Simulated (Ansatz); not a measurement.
# Al4AsN3: the cost of one run

Program: Ansatz 0.2.0. PAW datasets, plane waves. The structure was generated, not taken from experiment, and needn't be the ground state; spin polarisation is off.

## (1) The cell

The cell was relaxed beforehand with r2SCAN.

It is trigonal, R3m (No. 160); conventional cell a = 3.250 Å, c = 33.472 Å, 12.76 Å³ an atom. N has 4 Al at 1.88–1.96 Å; N has 4 Al at 1.90–1.96 Å; N has 4 Al at 1.91–1.96 Å; As has 4 Al at 2.30–2.43 Å; Al has 4 N at 1.90–1.96 Å.

Coordinates:

```cif
data_structure
_symmetry_space_group_name_H-M 'R3m:H'
_symmetry_Int_Tables_number 160
_cell_length_a 3.2503
_cell_length_b 3.2503
_cell_length_c 33.4719
_cell_angle_alpha 90.000
_cell_angle_beta 90.000
_cell_angle_gamma 120.000
_cell_volume 306.23
loop_
_atom_site_label
_atom_site_type_symbol
_atom_site_symmetry_multiplicity
_atom_site_Wyckoff_symbol
_atom_site_fract_x
_atom_site_fract_y
_atom_site_fract_z
_atom_site_occupancy
N1 N 3 a 0.66667 0.33333 0.32398 1
N2 N 3 a 0.00000 0.00000 0.25029 1
N3 N 3 a 0.33333 0.66667 0.17605 1
As1 As 3 a 0.66667 0.33333 0.08673 1
Al1 Al 3 a 0.00000 0.00000 0.30694 1
Al2 Al 3 a 0.33333 0.66667 0.23312 1
Al3 Al 3 a 0.66667 0.33333 0.15944 1
Al4 Al 3 a 0.00000 0.00000 0.04679 1
```

## (2) Band structure with PBE

Input file input.yaml:

```yaml
crystal:
  lattice:
    - [1.6251430299, 0.9382767658, 11.1572897128]
    - [-1.6251430299, 0.9382767658, 11.1572897128]
    - [0.0, -1.8765535316, 11.1572897128]
  atoms:
    - { symbol: "N", position: [0.0093484164, 0.0093484164, 0.0093484164] }
    - { symbol: "N", position: [0.7497119715, 0.7497119715, 0.7497119715] }
    - { symbol: "N", position: [0.4906183936, 0.4906183936, 0.4906183936] }
    - { symbol: As, position: [0.2466056096, 0.2466056096, 0.2466056096] }
    - { symbol: Al, position: [0.6930649305, 0.6930649305, 0.6930649305] }
    - { symbol: Al, position: [0.4335506788, 0.4335506788, 0.4335506788] }
    - { symbol: Al, position: [0.1738930783, 0.1738930783, 0.1738930783] }
    - { symbol: Al, position: [0.9532069214, 0.9532069214, 0.9532069214] }
kpoints:
  mp_grid: { grid: [10, 10, 10] }
  band_path:
    path:
      - [[0.0, 0.0, 0.0], [-0.5, -0.5, -0.5], [-0.5, -0.1713813577803, -0.8286186422197]]
      - [[-0.1713813577803, 0.1713813577803, -0.5], [1.005563513575e-16, -3.23517606171e-16, -0.5], [0.0, 0.0, 0.0], [2.24496727707e-16, 0.3356906788901, -0.3356906788901]]
      - [[-0.3356906788901, -3.310647532701e-16, -0.6643093211099], [-0.5, -1.118926345957e-16, -0.5], [0.0, 0.0, 0.0]]
    npoints: 10
hamiltonian:
  xc: pbe
scf:
  occupations: { method: fermi_dirac, width: 0.02 }
  n_extra_bands: 6
output:
  forces: true
  stress: true
  eigenvalues: true
```

On the command line:

```sh
$ ansatz run input.yaml --threads 4 --pin off --max-ram 6451MiB --backend cpu --events-out ev --progress --plain --runs-dir out
```

What time and memory should one allow on 4 threads of Intel Xeon Platinum 8259CL at 2.50GHz (Skylake/Cascade Lake), shared host?

About 11 s, with a peak of 0.61 GiB.
